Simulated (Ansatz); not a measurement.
# ScB2: the cost of one run

Program: Ansatz 0.2.0. Level of theory: DFT PBEsol, scalar-relativistic. These are calculated values, not measurements.

## Step 1: The starting structure

The structure is hexagonal, space group P6/mmm (No. 191). Conventional cell: a = 3.150 Å, b = 3.150 Å, c = 3.520 Å, α = 90.00°, β = 90.00°, γ = 120.00°. Sc (site symmetry 6/mmm) has 12 B at 2.53 Å in its first shell of neighbours. Around B (site symmetry -6m2) lie 3 B at 1.82 Å and 6 Sc at 2.53 Å.

Coordinates:

```xyz
3
Lattice="3.1500 0.0000 0.0000 -1.5750 2.7280 0.0000 0.0000 0.0000 3.5200" Properties=species:S:1:pos:R:3 pbc="T T T"
Sc    0.0000    0.0000    0.0000
B     0.0000    1.8187    1.7600
B     1.5750    0.9093    1.7600
```

Atoms are numbered in the order of the input: Sc1, B2, B3.

## Step 2: After the deformation

Space group P6/mmm before, P-1 after.

## Step 3: LAPW, all electrons

Input file input.yaml:

```yaml
crystal:
  lattice:
    - [3.1499999905, 0.0314999999, 0.0314999999]
    - [-1.5477201952, 2.7122300138, 0.0115298002]
    - [0.0352, 0.0352, 3.52]
  atoms:
    - { symbol: Sc, position: [0.0, 0.0, 0.0] }
    - { symbol: B, position: [0.3333333333, 0.6666666667, 0.5] }
    - { symbol: B, position: [0.6666666667, 0.3333333333, 0.5] }
kpoints:
  mp_grid: { grid: [12, 12, 9] }
  band_path:
    path:
      - [0.0, 0.0, 0.0]
      - [0.0, -0.5, 0.0]
      - [0.0, 0.0, 0.5]
      - [0.0, 0.0, 0.0]
      - [-0.5, 0.0, 0.0]
      - [-0.5, 0.5, -0.5]
      - [0.0, 0.0, 0.0]
      - [-0.5, 0.0, -0.5]
      - [-0.5, 0.5, 0.0]
    npoints: 5
scf:
  occupations: { method: fermi_dirac, width: 0.03 }
hamiltonian:
  xc: pbesol
  pseudopotentials: { kind: all_electron, lapw: { basis_error: 0.001 } }
output:
  forces: true
  stress: true
  eigenvalues: true
```

Started as:

```bash
ansatz run input.yaml --threads 1 --pin off --max-ram 4096MiB --backend cpu --events-out ev --progress --plain --runs-dir out
```

What time and memory should one allow on 1 thread of AMD EPYC 9R45 (Zen 5), shared host?

About 27 s, with a peak of 1.3 GiB.
